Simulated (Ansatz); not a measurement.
# C2H7BrSi: how energies converge with the basis set

An exercise on one series of results from a longer session: the logs are not shown, and one member is left open.

Method: one geometry, several basis sets; program: Ansatz 0.2.0, Gaussian basis.

Levels to be run: PBE0-D4/def2-SVP; ωB97M-V/def2-SVP; PBE0-D4/def2-QZVPP; ωB97M-V/def2-QZVPP; the functionals' def2-TZVPP values are taken from earlier runs.

## The geometry

The geometry comes from an earlier relaxation with PBE0-D4 in a triple-zeta def2 set; it is a stationary point, not always the lowest conformer.

SMILES `CC([SiH3])Br`, 11 atoms, charge 0, spin multiplicity 1.

Atoms are counted from 1 here; the program's logs count them from 0.

Bond lengths: C1–C2 1.513 Å, C1–H5 1.092 Å, C1–H6 1.095 Å, C1–H7 1.092 Å, C2–Si3 1.887 Å, C2–Br4 1.965 Å, C2–H8 1.091 Å, Si3–H9 1.491 Å, Si3–H10 1.484 Å, Si3–H11 1.483 Å. Angles: C2–C1–H5 111.4°, C2–C1–H6 109.4°, C2–C1–H7 111.5°, H5–C1–H6 108.1°, H5–C1–H7 108.2°, H6–C1–H7 108.2°, C1–C2–Si3 114.7°, C1–C2–Br4 110.3°, C1–C2–H8 110.9°, Si3–C2–Br4 106.3°, Si3–C2–H8 110.2°, Br4–C2–H8 103.9°, C2–Si3–H9 108.6°, C2–Si3–H10 108.9°, C2–Si3–H11 110.2°, H9–Si3–H10 109.2°, H9–Si3–H11 109.3°, H10–Si3–H11 110.5°.

As a file:

```mol
C2H7BrSi
  3D, bonds by distance, orders not assigned

 11 10  0  0  0  0  0  0  0  0999 V2000
   -0.5972    1.2577   -0.2973 C   0  0
   -0.5578   -0.2523   -0.2141 C   0  0
    0.9759   -0.9542    0.6312 Si  0  0
   -0.5997   -1.0344   -2.0163 Br  0  0
    0.2811    1.6508   -0.8131 H   0  0
   -0.6142    1.6780    0.7135 H   0  0
   -1.4867    1.6062   -0.8260 H   0  0
   -1.4609   -0.6392    0.2606 H   0  0
    1.0384   -0.4223    2.0222 H   0  0
    2.1810   -0.5125   -0.1140 H   0  0
    0.9053   -2.4346    0.6740 H   0  0
  1  2  8  0
  2  3  8  0
  2  4  8  0
  1  5  8  0
  1  6  8  0
  1  7  8  0
  2  8  8  0
  3  9  8  0
  3 10  8  0
  3 11  8  0
M  END
```

Set-up of the first run:

The input, in.yaml:

```yaml
crystal:
  periodic: [false, false, false]
  atoms:
    - {symbol: C, position_ang: [-0.597208, 1.257714, -0.297342]}
    - {symbol: C, position_ang: [-0.557830, -0.252275, -0.214063]}
    - {symbol: Si, position_ang: [0.975916, -0.954151, 0.631173]}
    - {symbol: Br, position_ang: [-0.599654, -1.034442, -2.016301]}
    - {symbol: H, position_ang: [0.281124, 1.650787, -0.813133]}
    - {symbol: H, position_ang: [-0.614155, 1.677959, 0.713513]}
    - {symbol: H, position_ang: [-1.486664, 1.606181, -0.826009]}
    - {symbol: H, position_ang: [-1.460915, -0.639237, 0.260555]}
    - {symbol: H, position_ang: [1.038375, -0.422290, 2.022165]}
    - {symbol: H, position_ang: [2.180993, -0.512517, -0.113997]}
    - {symbol: H, position_ang: [0.905319, -2.434628, 0.674039]}
basis:
  gaussian: {orbitals: def2-SVP}
hamiltonian: {xc: pbe0, dispersion: d4}
output: {orbitals: {seedname: orbitals}}
```

Launch:

```bash
ansatz run in.yaml --threads 4 --pin off --events-out ev --progress --plain --max-ram 10444MiB
```

Steps of the session up to this table: PBE0-D4 in def2-SVP; ωB97M-V in def2-SVP; PBE0-D4 in def2-QZVPP; ωB97M-V in def2-QZVPP.

One of the session's tables, all rows but one given; the rest of the session is left out.

It belongs to the step «Density functionals: the series». 

| functional | basis | HOMO (eV) | LUMO (eV) |
| --- | --- | --- | --- |
| PBE0-D4 | def2-SVP | -7.62 | -0.11 |
| PBE0-D4 | def2-TZVPP | -7.72 | -0.35 |
| PBE0-D4 | def2-QZVPP | ? | ? |
| ωB97M-V | def2-SVP | -9.81 | 1.99 |
| ωB97M-V | def2-TZVPP | -9.94 | 1.56 |
| ωB97M-V | def2-QZVPP | -9.95 | 1.30 |

**Question.** Estimate the row for PBE0-D4, def2-QZVPP.

As computed: HOMO (eV): -7.73; LUMO (eV): -0.45. In the column «HOMO (eV)» it lies between ωB97M-V, def2-SVP (-9.81) and PBE0-D4, def2-TZVPP (-7.72).
